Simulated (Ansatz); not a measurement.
# CH3AlZn: how energies converge with the basis set

Aim: see how fast density functionals converge with the basis set for CH3AlZn.

Computed with Ansatz 0.2.0, Gaussian basis. Level: one geometry, several basis sets.

Plan: PBE0-D4/def2-SVP; ωB97M-V/def2-SVP; PBE0-D4/def2-QZVPP; ωB97M-V/def2-QZVPP; the functionals' def2-TZVPP values are taken from earlier runs.

### 1 The geometry

All runs share one geometry, relaxed beforehand with PBE0-D4 in a triple-zeta def2 set.

SMILES `[CH2]1[AlH][Zn]1`, 6 atoms, charge 0, spin multiplicity 1.

Atoms are counted from 1 here; the program's logs count them from 0.

Bond lengths: C1–Al2 1.889 Å, C1–Zn3 2.246 Å, C1–H4 1.095 Å, C1–H5 1.099 Å, Al2–Zn3 2.456 Å, Al2–H6 1.590 Å. Angles: Al2–C1–Zn3 72.3°, Al2–C1–H4 123.2°, Al2–C1–H5 115.7°, Zn3–C1–H4 149.3°, Zn3–C1–H5 81.3°, H4–C1–H5 109.3°, C1–Al2–Zn3 60.6°, C1–Al2–H6 136.5°, Zn3–Al2–H6 131.7°, C1–Zn3–Al2 47.1°.

### 2 PBE0-D4 in def2-SVP

File in.yaml:

```yaml
crystal:
  periodic: [false, false, false]
  atoms:
    - {symbol: C, position_ang: [-0.510164, -0.421486, -0.426917]}
    - {symbol: Al, position_ang: [0.347744, 0.669550, 0.854878]}
    - {symbol: Zn, position_ang: [1.373480, 0.373983, -1.356740]}
    - {symbol: H, position_ang: [-1.139631, -1.277077, -0.160214]}
    - {symbol: H, position_ang: [-0.957231, 0.106788, -1.281291]}
    - {symbol: H, position_ang: [0.927803, 0.484243, 2.324183]}
basis:
  gaussian: {orbitals: def2-SVP}
hamiltonian: {xc: pbe0, dispersion: d4}
output: {orbitals: {seedname: orbitals}}
```

Run with:

```
ansatz run in.yaml --threads 2 --pin off --events-out ev --progress --plain --max-ram 4352MiB
```

The runs that follow: ωB97M-V in def2-SVP; PBE0-D4 in def2-QZVPP; ωB97M-V in def2-QZVPP.

**Question.** What will the summary of the whole plan be? Wanted: PBE0-D4: double and triple zeta above quadruple; ωB97M-V: double and triple zeta above quadruple.

As calculated:

```
                                       quantity           value
PBE0-D4: double and triple zeta above quadruple  12.00, 1.41 eV
ωB97M-V: double and triple zeta above quadruple  12.01, 1.38 eV
```

What this shows: For PBE0-D4 the step from double to triple zeta gains 10.58 eV and the next only 1.41 eV. These are total energies; as a rule much of such shifts cancels in differences, which this series doesn't test.
